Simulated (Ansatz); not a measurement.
**EuSn: how the settings move a single-point run**

Aim: see which settings change the result for EuSn, by how much, and at what cost.

Method: reference: DFT, LDA, PAW with Ansatz's default frozen-core files, scalar-relativistic, in Ansatz 0.2.0.

## 1. Starting point

Symmetry: Cmcm, No. 63, orthorhombic system. Conventional cell: a = 4.931 Å, b = 11.842 Å, c = 4.456 Å, α = 90.00°, β = 90.00°, γ = 90.00°. Around Eu (site symmetry m2m) lie 7 Sn at 3.36 to 3.55 Å. Sn (site symmetry m2m) has 2 Sn at 2.94 Å and 5 Eu at 3.36 to 3.38 Å as nearest neighbours.

Coordinates:

```cif
data_structure
_symmetry_space_group_name_H-M 'P 1'
_symmetry_Int_Tables_number 1
_cell_length_a 6.4137
_cell_length_b 6.4137
_cell_length_c 4.4564
_cell_angle_alpha 90.000
_cell_angle_beta 90.000
_cell_angle_gamma 134.790
_cell_volume 130.10
loop_
_atom_site_label
_atom_site_type_symbol
_atom_site_fract_x
_atom_site_fract_y
_atom_site_fract_z
_atom_site_occupancy
Eu1 Eu 0.86477 0.13523 0.25000 1
Eu2 Eu 0.13523 0.86477 0.75000 1
Sn1 Sn 0.41906 0.58094 0.75000 1
Sn2 Sn 0.58094 0.41906 0.25000 1
```

## 2. Baseline

input.yaml reads:

```yaml
crystal:
  lattice:
    - [2.4652846064, -5.9210169305, 0.0]
    - [2.4652846064, 5.9210169305, 0.0]
    - [0.0, 0.0, 4.45639327]
  atoms:
    - { symbol: Eu, position: [0.86476773, 0.13523227, 0.25], spin: 6.8, spin_axis: [1.0, 0.0, 0.0] }
    - { symbol: Eu, position: [0.13523227, 0.86476773, 0.75], spin: 6.8, spin_axis: [1.0, 0.0, 0.0] }
    - { symbol: Sn, position: [0.41906496, 0.58093504, 0.75] }
    - { symbol: Sn, position: [0.58093504, 0.41906496, 0.25] }
magnetization:
  noncollinear: true
  spin_spiral: { q: [0.0, 0.0, 0.0] }
kpoints:
  mp_grid: { grid: [6, 6, 6] }
scf:
  occupations: { method: fermi_dirac, width: 0.1 }
hamiltonian:
  xc: lda
  pseudopotentials: { kind: paw }
output:
  eigenvalues: false
```

Command:

```bash
$ ansatz run input.yaml --threads 2 --pin off --max-ram 6144MiB --backend cpu --events-out ev --progress --plain --runs-dir out
```

## 3. Changed: starting moments, lock_directions true

input.yaml reads:

```yaml
crystal:
  lattice:
    - [2.4652846064, -5.9210169305, 0.0]
    - [2.4652846064, 5.9210169305, 0.0]
    - [0.0, 0.0, 4.45639327]
  atoms:
    - { symbol: Eu, position: [0.86476773, 0.13523227, 0.25], spin: 6.8, spin_axis: [0.5, 0.0, 0.8660254] }
    - { symbol: Eu, position: [0.13523227, 0.86476773, 0.75], spin: 6.8, spin_axis: [0.5, 0.0, 0.8660254] }
    - { symbol: Sn, position: [0.41906496, 0.58093504, 0.75] }
    - { symbol: Sn, position: [0.58093504, 0.41906496, 0.25] }
magnetization:
  noncollinear: true
  spin_spiral: { q: [0.0, 0.0, 0.0] }
  spin_locking: { lock_directions: true }
kpoints:
  mp_grid: { grid: [6, 6, 6] }
scf:
  occupations: { method: fermi_dirac, width: 0.1 }
hamiltonian:
  xc: lda
  pseudopotentials: { kind: paw }
output:
  eigenvalues: false
```

Before running it: what results should come out? Wanted: for each run, ending; energy change; abs. moment.

As calculated:

| run | ending | energy change | abs. moment (μB) | cycles | time |
| --- | --- | --- | --- | --- | --- |
| reference | converged | 0 | 14.23 | 22 | 74 s |
| 1: starting moments, lock_directions true | converged | 0.0 meV/atom | 14.23 | 20 | 5 min |

Residual by cycle in the longest SCF loop of each run; runs are numbered as in the table. The quantity is the density residual dr2, in eV.

| cycle | reference | run 1 |
| --- | --- | --- |
| 1 | 6.03 | 6.03 |
| 3 | 0.318 | 2.53 |
| 4 | 0.348 | 1.01 |
| 6 | 0.532 | 0.0146 |
| 8 | 0.00194 | 0.00788 |
| 9 | 0.0068 | 1.5e-4 |
| 11 | 0.00239 | 2.2e-5 |
| 12 | 1.8e-5 | 1.5e-5 |
| 14 | 3.2e-4 | 1.6e-7 |
| 16 | 0.00301 | 5.9e-8 |
| 17 | 1.7e-5 | - |
| 19 | 1.2e-8 | - |

The changed input (spin start) leaves the energy the same to the digits printed. Cost: 20 SCF cycles against 22, 5 min against 74 s.
